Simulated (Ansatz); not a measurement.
# Ho3Ge2F: the cost of one run

Program: Ansatz 0.2.0. Level of theory: DFT PBE, scalar-relativistic, plane waves, PAW; 4f electrons in the core of a trivalent norm-conserving potential, unless a step names another level. These are calculated values, not measurements.

3 further runs of the same task are left out: 3 that didn't finish.

### 1 Starting point

The structure is trigonal, space group R-3m (No. 166). The conventional cell has a = 4.313 Å, b = 4.313 Å, c = 30.899 Å, α = 90.00°, β = 90.00°, γ = 120.00°. Ho (site symmetry -3m) is surrounded by 6 Ge at 3.01 Å. Around Ho (site symmetry 3m) lie 1 F at 2.16 Å. Ge (site symmetry 3m) has 6 Ho at 2.81 to 3.01 Å as nearest neighbours. F (site symmetry -3m) has 2 Ho at 2.16 Å as nearest neighbours.

Structure file:

```xyz
6
Lattice="2.1564 1.2450 10.2995 -2.1564 1.2450 10.2995 0.0000 -2.4900 10.2995" Properties=species:S:1:pos:R:3 pbc="T T T"
Ho    0.0000    0.0000   15.4493
Ho    0.0000    0.0000    2.1595
Ho    0.0000    0.0000   28.7390
Ge    0.0000    0.0000    6.8380
Ge    0.0000    0.0000   24.0605
F     0.0000    0.0000    0.0000
```

It came out lowest among 26 distinct ends of the trial cells. At a tolerance of 0.02 Å it has space group R-3m (No. 166).

### 2 Static run: bands, density of states and charges

input.yaml

```yaml
crystal:
  lattice:
    - [2.1563818493, 1.2449876412, 10.2995074759]
    - [-2.1563818493, 1.2449876412, 10.2995074759]
    - [0.0, -2.4899752823, 10.2995074759]
  atoms:
    - { symbol: Ho, position: [0.5, 0.5, 0.5] }
    - { symbol: Ho, position: [0.0698901798, 0.0698901798, 0.0698901798] }
    - { symbol: Ho, position: [0.9301098202, 0.9301098202, 0.9301098202] }
    - { symbol: Ge, position: [0.2213047479, 0.2213047479, 0.2213047479] }
    - { symbol: Ge, position: [0.7786952521, 0.7786952521, 0.7786952521] }
    - { symbol: F, position: [0.0, 0.0, 0.0] }
basis:
  ecutwfc: 690
kpoints:
  mp_grid: { grid: [12, 12, 12] }
hamiltonian:
  xc: pbe
  pseudopotentials:
    kind: paw
    azcp: { Ho: "pseudopotentials/pbe/nc/lanthanide_3plus/Ho.nc.azcp" }
scf:
  occupations: { method: gaussian, width: 0.01 }
  n_extra_bands: 15
output:
  forces: true
  stress: true
  eigenvalues: true
  populations: true
  dos: { projected: true, de: 0.02, nscf_kmesh: { grid: [15, 15, 15] } }
  bader: false
  write_density: true
  write_potential: true
  elf: true
  volumetric_format: npy
```

Command:

```console
$ ansatz run input.yaml --threads 1 --pin off --max-ram 2816MiB --backend cpu --events-out ev --progress --plain --runs-dir out
```

Q: Estimate wall time and peak memory on 1 thread of Arm Neoverse V2, shared host.

About 11 min, with a peak of 2.1 GiB.
